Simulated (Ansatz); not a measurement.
# ClGeH5: the cost of one run

Method: RKS PBE-D4/def2-SVP; program: Ansatz 0.2.0, Gaussian basis.

Levels: PBE-D4, revPBE-D4, BLYP-D4, r2SCAN-D4, B97M-V, PBE0-D4, B3LYP-D4, HSE06-D4, wB97X-V, wB97M-V, B2PLYP, Hartree-Fock, MP2, CCSD, CCSD(T). The reference is CCSD(T) extrapolated to the basis limit. For elements past Ar these valence bases correlate outer-core shells poorly and lack relativity, so that limit is rough.

Correlated methods freeze the cores. Filled d shells of the heavier atoms are correlated. B3LYP uses VWN-RPA correlation. B2PLYP carries no dispersion term here.

176 further runs of the same task are left out: 176 set aside as unsound or not needed.

### 1 The system as given

The pair, from a GFN2-xTB docking trial: 7 atoms, charge 0, spin multiplicity 1.

Atoms are counted from 1 here; the program's logs count them from 0.

Bond lengths: Cl1–H2 1.281 Å, Ge3–H4 1.484 Å, Ge3–H5 1.485 Å, Ge3–H6 1.485 Å, Ge3–H7 1.491 Å. Angles: H4–Ge3–H5 110.7°, H4–Ge3–H6 110.6°, H4–Ge3–H7 108.6°, H5–Ge3–H6 110.7°, H5–Ge3–H7 107.3°, H6–Ge3–H7 108.9°.

Geometry (Å):

```xyz
7

Cl   -0.4725    0.0067   -1.9796
H     0.1961   -0.0525   -3.0711
Ge    0.0568    0.0058    0.9910
H    -0.3313   -1.3813    0.6319
H    -1.0231    0.9615    0.6348
H     1.3298    0.3808    0.3244
H     0.2442    0.0790    2.4685
```

Atoms 1 to 2 are fragment A (HCl), the rest fragment B (GeH4).

### 2 A first relaxation in a small basis

The input, pre/in.yaml:

```yaml
crystal:
  periodic: [false, false, false]
  atoms:
    - {symbol: Cl, position_ang: [-0.472500, 0.006700, -1.979600]}
    - {symbol: H, position_ang: [0.196100, -0.052500, -3.071100]}
    - {symbol: Ge, position_ang: [0.056800, 0.005800, 0.991000]}
    - {symbol: H, position_ang: [-0.331300, -1.381300, 0.631900]}
    - {symbol: H, position_ang: [-1.023100, 0.961500, 0.634800]}
    - {symbol: H, position_ang: [1.329800, 0.380800, 0.324400]}
    - {symbol: H, position_ang: [0.244200, 0.079000, 2.468500]}
basis:
  gaussian: {orbitals: def2-SVP}
hamiltonian: {xc: pbe, dispersion: d4}
relax: {f_tol: 0.03, max_steps: 250}
```

Run with:

```
ansatz run in.yaml --threads 2 --pin off --events-out ev --progress --plain --max-ram 5222MiB
```

**Question.** How long does this run take on 2 threads of Arm Neoverse V1, shared host?

About 19 s.
